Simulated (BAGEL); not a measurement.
**Mg2N2H6 ((HMg-mu-NH2)2): HF/cc-pVDZ (density fitting with qzvpp-jkfit)**

What is the vertical ionisation energy of Mg2N2H6 ((HMg-mu-NH2)2) at HF/cc-pVDZ (density fitting with qzvpp-jkfit)? 

The results are computed with BAGEL 1.2.2.

1 further run of the same task is left out (set aside as unsound or not needed).

### Step 1. The system as given

The species is Mg2N2H6 (10 atoms), meant as a singlet with charge 0. Geometry: a GFN2-xTB relaxation, a rough one for these elements and not checked as a minimum.

Bond lengths: Mg1–N3 2.028 Å, N3–Mg4 2.029 Å, Mg1–N6 2.029 Å, Mg4–N6 2.029 Å, Mg1–H2 1.583 Å, Mg4–H5 1.584 Å, N3–H7 1.020 Å, N3–H8 1.020 Å, N6–H9 1.020 Å, N6–H10 1.020 Å. Some angles: Mg1–N3–Mg4 86.7°, N3–Mg1–N6 93.2°, N3–Mg4–N6 93.2°, Mg1–N6–Mg4 86.7°, Mg1–N3–H7 116.6°, Mg1–N3–H8 116.0°, Mg4–N3–H7 116.7°, Mg4–N3–H8 115.8°, H2–Mg1–N3 133.5°, H2–Mg1–N6 133.3°.

### Step 2. The energy at HF/cc-pVDZ (density fitting with qzvpp-jkfit)

File hf.json:

```json
{ "bagel": [

{
  "title": "molecule",
  "basis": "cc-pvdz.json",
  "df_basis": "qzvpp-jkfit",
  "angstrom": true,
  "geometry": [
    { "atom": "Mg", "xyz": [       1.338360,       0.284230,       0.258160 ] },
    { "atom": "H", "xyz": [       2.868610,       0.527950,       0.583890 ] },
    { "atom": "N", "xyz": [      -0.374750,       0.579170,       1.303520 ] },
    { "atom": "Mg", "xyz": [      -1.334070,      -0.319830,      -0.242200 ] },
    { "atom": "H", "xyz": [      -2.829770,      -0.790830,      -0.466730 ] },
    { "atom": "N", "xyz": [       0.364300,      -0.504920,      -1.336630 ] },
    { "atom": "H", "xyz": [      -0.629740,       1.547110,       1.499900 ] },
    { "atom": "H", "xyz": [      -0.438000,       0.102730,       2.203460 ] },
    { "atom": "H", "xyz": [       0.408620,       0.029650,      -2.204240 ] },
    { "atom": "H", "xyz": [       0.626430,      -1.455260,      -1.599130 ] }
  ]
},

{
  "title": "hf"
},

{
  "title": "print",
  "file": "orbitals.molden",
  "orbitals": true
}

]}
```

The basis set cc-pVDZ is read from a file made from the Basis Set Exchange's data (not shown).

Command:

```sh
BAGEL_NUM_THREADS=1 BAGEL hf.json > hf.out
```

The program printed:

```text
* using 1 threads per process

  ===============================================================
  ===============================================================

  *** Geometry ***

  { "atom" : "Mg", "xyz" : [      2.529134,      0.537117,      0.487852 ] },
  { "atom" : "H", "xyz" : [      5.420887,      0.997681,      1.103392 ] },
  { "atom" : "N", "xyz" : [     -0.708175,      1.094473,      2.463296 ] },
  { "atom" : "Mg", "xyz" : [     -2.521027,     -0.604391,     -0.457692 ] },
  { "atom" : "H", "xyz" : [     -5.347490,     -1.494452,     -0.881992 ] },
  { "atom" : "N", "xyz" : [      0.688427,     -0.954161,     -2.525865 ] },
  { "atom" : "H", "xyz" : [     -1.190036,      2.923614,      2.834400 ] },
  { "atom" : "H", "xyz" : [     -0.827700,      0.194132,      4.163936 ] },
  { "atom" : "H", "xyz" : [      0.772180,      0.056030,     -4.165410 ] },
  { "atom" : "H", "xyz" : [      1.183781,     -2.750043,     -3.021918 ] },

  Number of auxiliary basis functions:      486

  Since a DF basis is specified, we compute 2- and 3-index integrals:
    o Being stored without compression. Storage requirement is 0.034 GB

  Number of basis functions:       94
  Number of electrons      :       44

    * METHOD: MOLECULE                             0.23

  *** RHF ***

  === Nuclear Repulsion ===
   179.3388686187

      * DIIS with orbital gradients will be used.

  === RHF iteration (cc-pvdz.json) ===
      0       -511.36649321          0.01996384           0.06
      1       -511.57861393          0.01355735           0.06
      2       -511.68793557          0.00141164           0.06
      3       -511.68981355          0.00021844           0.06
      4       -511.68985371          0.00004644           0.06
      5       -511.68985608          0.00000899           0.06
      6       -511.68985619          0.00000201           0.06
      7       -511.68985619          0.00000035           0.06
      8       -511.68985619          0.00000010           0.06
      9       -511.68985619          0.00000003           0.07
     10       -511.68985619          0.00000001           0.06
     11       -511.68985619          0.00000000           0.06
    * SCF iteration converged.

    * Permanent dipole moment:
           (    0.033163,    -0.202322,     0.090404) a.u.

    * METHOD: HF                                   0.90

    * METHOD: PRINT                                0.02

  ===============================================================
```

Run time: 1.4 s. Hardware: 1 thread of Arm Neoverse V2, shared host; peak memory 0.12 GiB.

### Step 3. The doublet cation, same level

File calc.json:

```json
{ "bagel" : [

{
  "title" : "molecule",
  "basis" : "cc-pvdz.json",
  "df_basis" : "qzvpp-jkfit",
  "angstrom" : true,
  "geometry" : [
    { "atom" : "Mg", "xyz" : [       1.338360,       0.284230,       0.258160 ] },
    { "atom" : "H", "xyz" : [       2.868610,       0.527950,       0.583890 ] },
    { "atom" : "N", "xyz" : [      -0.374750,       0.579170,       1.303520 ] },
    { "atom" : "Mg", "xyz" : [      -1.334070,      -0.319830,      -0.242200 ] },
    { "atom" : "H", "xyz" : [      -2.829770,      -0.790830,      -0.466730 ] },
    { "atom" : "N", "xyz" : [       0.364300,      -0.504920,      -1.336630 ] },
    { "atom" : "H", "xyz" : [      -0.629740,       1.547110,       1.499900 ] },
    { "atom" : "H", "xyz" : [      -0.438000,       0.102730,       2.203460 ] },
    { "atom" : "H", "xyz" : [       0.408620,       0.029650,      -2.204240 ] },
    { "atom" : "H", "xyz" : [       0.626430,      -1.455260,      -1.599130 ] }
  ]
},

{
  "title" : "uhf",
  "charge" : 1,
  "nopen" : 1
},

{
  "title" : "print",
  "file" : "orbitals.molden",
  "orbitals" : true
}

]}
```

The basis set cc-pVDZ is read from a file made from the Basis Set Exchange's data (not shown).

Command:

```sh
BAGEL_NUM_THREADS=1 BAGEL calc.json > calc.out
```

The program printed:

```text
* using 1 threads per process

  ===============================================================
  ===============================================================

  *** Geometry ***

  { "atom" : "Mg", "xyz" : [      2.529134,      0.537117,      0.487852 ] },
  { "atom" : "H", "xyz" : [      5.420887,      0.997681,      1.103392 ] },
  { "atom" : "N", "xyz" : [     -0.708175,      1.094473,      2.463296 ] },
  { "atom" : "Mg", "xyz" : [     -2.521027,     -0.604391,     -0.457692 ] },
  { "atom" : "H", "xyz" : [     -5.347490,     -1.494452,     -0.881992 ] },
  { "atom" : "N", "xyz" : [      0.688427,     -0.954161,     -2.525865 ] },
  { "atom" : "H", "xyz" : [     -1.190036,      2.923614,      2.834400 ] },
  { "atom" : "H", "xyz" : [     -0.827700,      0.194132,      4.163936 ] },
  { "atom" : "H", "xyz" : [      0.772180,      0.056030,     -4.165410 ] },
  { "atom" : "H", "xyz" : [      1.183781,     -2.750043,     -3.021918 ] },

  Number of auxiliary basis functions:      486

  Since a DF basis is specified, we compute 2- and 3-index integrals:
    o Being stored without compression. Storage requirement is 0.034 GB

  Number of basis functions:       94
  Number of electrons      :       44

    * METHOD: MOLECULE                             0.23

  *** Open-shell HF ***

  === Nuclear Repulsion ===
   179.3388686187

      * DIIS with orbital gradients will be used.

  === UHF iteration (cc-pvdz.json) ===
      0       -511.05294060          0.03665325           0.12
      1       -511.23663459          0.02833912           0.14
      2       -511.30679990          0.01733205           0.14
      3       -511.36027710          0.00128384           0.14
      4       -511.36259719          0.00059759           0.16
      5       -511.36356869          0.00034920           0.13
      6       -511.36394710          0.00008112           0.13
      7       -511.36398379          0.00005569           0.13
      8       -511.36400256          0.00003457           0.12
      9       -511.36402012          0.00001700           0.12
     10       -511.36402190          0.00001275           0.13
     11       -511.36402219          0.00001378           0.12
     12       -511.36402199          0.00001214           0.13
     13       -511.36402167          0.00000796           0.13
     14       -511.36402151          0.00000515           0.13
     15       -511.36402156          0.00000323           0.13
     16       -511.36402160          0.00000208           0.12
     17       -511.36402161          0.00000089           0.13
     18       -511.36402161          0.00000045           0.12
     19       -511.36402161          0.00000039           0.13
     20       -511.36402161          0.00000042           0.13
     21       -511.36402161          0.00000028           0.13
     22       -511.36402161          0.00000015           0.13
     23       -511.36402161          0.00000007           0.14
     24       -511.36402161          0.00000002           0.13
     25       -511.36402161          0.00000001           0.13
     26       -511.36402161          0.00000001           0.13
    * SCF iteration converged.

    * S^2 (UHF) is 0.8614

    * Permanent dipole moment:
           (    0.012636,    -0.041048,     0.020474) a.u.

    * METHOD: UHF                                  3.61

    * METHOD: PRINT                                0.02

  ===============================================================
```

Run time: 4.2 s. Hardware: 1 thread of Arm Neoverse V2, shared host; peak memory 0.12 GiB.

### Step 4. Summary of results

Level: HF/cc-pVDZ (density fitting with qzvpp-jkfit).

| quantity | value |
| --- | --- |
| singlet Mg2N2H6: total energy | -511.68986 Eh |
| singlet Mg2N2H6: dipole moment | 0.57 D |
| singlet Mg2N2H6: HOMO energy | -9.67 eV |
| singlet Mg2N2H6: LUMO energy | 1.46 eV |
| singlet Mg2N2H6: HOMO–LUMO gap | 11.13 eV |
| doublet cation: total energy | -511.36402 Eh |
| doublet cation: ⟨S²⟩ | 0.861 |
| vertical ionisation energy (to the doublet cation) | 8.866 eV |

The vertical ionisation energy comes to 8.87 eV (204 kcal/mol). −ε(HOMO) before ionisation, 9.67 eV, is 0.80 eV above this ionisation energy. ⟨S²⟩ (doublet cation) is 0.86 where a pure doublet has 0.75: the reference is spin-contaminated.
